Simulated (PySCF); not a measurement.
**CuH2: rigid scans about the minimum**

How stiff is CuH2 (doublet) against rigid distortions? The scans start from its PBE0 minimum.

Method: PBE0, basis Cu def2-TZVP, H def2-TZVP, no relativity, density fitting; program: PySCF 2.14.0.

### 1 Where the work starts

3 atoms, charge 0, spin multiplicity 2.

Bond lengths: Cu1–H2 1.521 Å, Cu1–H3 1.521 Å. Angles: H2–Cu1–H3 120.5°.

Z-matrix (Å, degrees; charge 0 multiplicity 2):
```
Cu
H  1 1.5208
H  1 1.5208 2 120.53
```

### 2 Breathing scan

One driver script runs all scans and calls PySCF for each point, on a (75, 302) grid.

Started as:

```bash
OMP_NUM_THREADS=2 python axn.py task.json out
```

A rigid scan with PBE0: all bonds to the central atom are scaled together. Each point starts from its neighbour's orbitals, and energies count from the minimum.

| scale of all bonds to the centre | energy (kJ/mol) | dipole size (D) | ⟨S²⟩ |
| --- | --- | --- | --- |
| 0.88 | 50.8 | 1.72 | 0.75 |
| 0.92 | 20.3 | 1.78 | 0.76 |
| 0.96 | 4.5 | 1.83 | 0.76 |
| 1.00 | 0.0 | 1.87 | 0.76 |
| 1.04 | 3.8 | 1.91 | 0.76 |
| 1.08 | 13.8 | 1.94 | 0.76 |
| 1.14 | 36.7 | 1.97 | 0.77 |
| 1.22 | 75.5 | 1.98 | 0.78 |
| 1.35 | 143.4 | 1.92 | 0.82 |

The scan needed 5.7 s of wall time on 2 threads of Arm Neoverse V2, shared host.

### 3 Stretching one bond

A rigid scan with PBE0: the bond from Cu to the last atom (H) is scaled and the rest held.

```
scale of one bond  energy (kJ/mol)  dipole size (D)  ⟨S²⟩
             0.92              9.4             1.82  0.76
             0.96              2.1             1.85  0.76
             1.00              0.0             1.87  0.76
             1.05              2.7             1.89  0.76
             1.12             13.0             1.92  0.76
             1.20             29.9             1.93  0.77
             1.35             64.8             1.91  0.78
             1.55             99.8             2.11  0.78
             1.80            118.9             2.63  0.76
             2.20            125.7             2.80  0.75
```

The scan took 7.1 s.

### 4 Bending curve

A rigid scan with PBE0: the H–Cu–H angle changes, with bonds held.

| bond angle (°) | energy (kJ/mol) | dipole size (D) | ⟨S²⟩ |
| --- | --- | --- | --- |
| 80 | 37.9 | 2.85 | 0.76 |
| 90 | 21.9 | 2.65 | 0.76 |
| 100 | 10.1 | 2.42 | 0.76 |
| 110 | 2.7 | 2.17 | 0.76 |
| 120 | 0.0 | 1.88 | 0.76 |
| 130 | 2.2 | 1.59 | 0.76 |
| 140 | 9.6 | 1.29 | 0.76 |
| 150 | 21.9 | 1.00 | 0.76 |
| 160 | 38.8 | 0.71 | 0.76 |
| 170 | 58.4 | 0.41 | 0.77 |
| 180 | 70.1 | 0.00 | 0.77 |

The scan took 7.4 s.

The curve is still steep at the linear shape, where a smooth barrier would flatten; the steps are too wide to tell a flat top from a crossing of states, so the last point is a rough barrier.

### 5 What came out

```
            quantity        value
all bonds 4 % longer   3.8 kJ/mol
one bond 20 % longer  29.9 kJ/mol
```

**Reading.** The well is lopsided, 4.5 kJ/mol for 4 % shorter bonds against 3.8 for 4 % longer ones. Open d and f shells are described by one determinant, and the ground state may have another occupation or spin.
